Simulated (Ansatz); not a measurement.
**InBi: a single-point run**

Aim: a sound single-point run of InBi. The structure is shown as the input types it. The cell is built on a prototype (h-MgO type) and needn't be the phase found in nature.

Method: density functional or hybrid calculation with the settings of its input, plane waves (as first typed), in Ansatz 0.2.0.

3 further runs of the same task are left out: 1 for a known fault of the program, 2 that didn't finish.

**1. The starting structure**

The structure is hexagonal, space group P6_3/mmc (No. 194). The conventional cell has a = 5.206 Å, b = 5.206 Å, c = 6.311 Å, α = 90.00°, β = 90.00°, γ = 120.00°. In (site symmetry -6m2) has 5 Bi at 3.01 to 3.16 Å as nearest neighbours. Bi (site symmetry -6m2) has 5 In at 3.01 to 3.16 Å as nearest neighbours.

Structure file:

```
CELL_PARAMETERS angstrom
5.20581 0.00000 0.00000
-2.60291 4.50837 0.00000
0.00000 0.00000 6.31100
ATOMIC_POSITIONS crystal
In 0.33333 0.66667 0.25000
In 0.66667 0.33333 0.75000
Bi 0.66667 0.33333 0.25000
Bi 0.33333 0.66667 0.75000
```

**2. Running it**

Input file input.yaml:

```yaml
crystal:
  lattice:
    - [5.2058142202, 0.0, 0.0]
    - [-2.6029071101, 4.508367362, 0.0]
    - [0.0, 0.0, 6.3110042863]
  atoms:
    - { symbol: In, position: [0.3333333333, 0.6666666667, 0.25] }
    - { symbol: In, position: [0.6666666667, 0.3333333333, 0.75] }
    - { symbol: Bi, position: [0.6666666667, 0.3333333333, 0.25] }
    - { symbol: Bi, position: [0.3333333333, 0.6666666667, 0.75] }
kpoints:
  mp_grid: { grid: [6, 6, 4] }
hamiltonian:
  xc: r2scan
scf:
  occupations: { method: fermi_dirac, width: 0.02 }
  n_extra_bands: 5
  max_iter: 2
output:
  forces: true
  stress: true
  eigenvalues: true
```

Run with:

```bash
$ ansatz run input.yaml --threads 4 --pin off --max-ram 3686MiB --backend cpu --events-out ev --progress --plain --runs-dir out
```

**Question.** How will this run end, and is anything wrong with its input?

After 2 cycles the loop was ended unconverged. The density residual dr2 fell from 0.024 to 0.0111 eV (threshold 1.0e-7) and was still falling. Nothing that it prints is a result.

In the input, scf.max_iter is 2. The run was allowed too few self-consistency cycles to reach its threshold.

Fix: delete scf.max_iter (the default then holds).
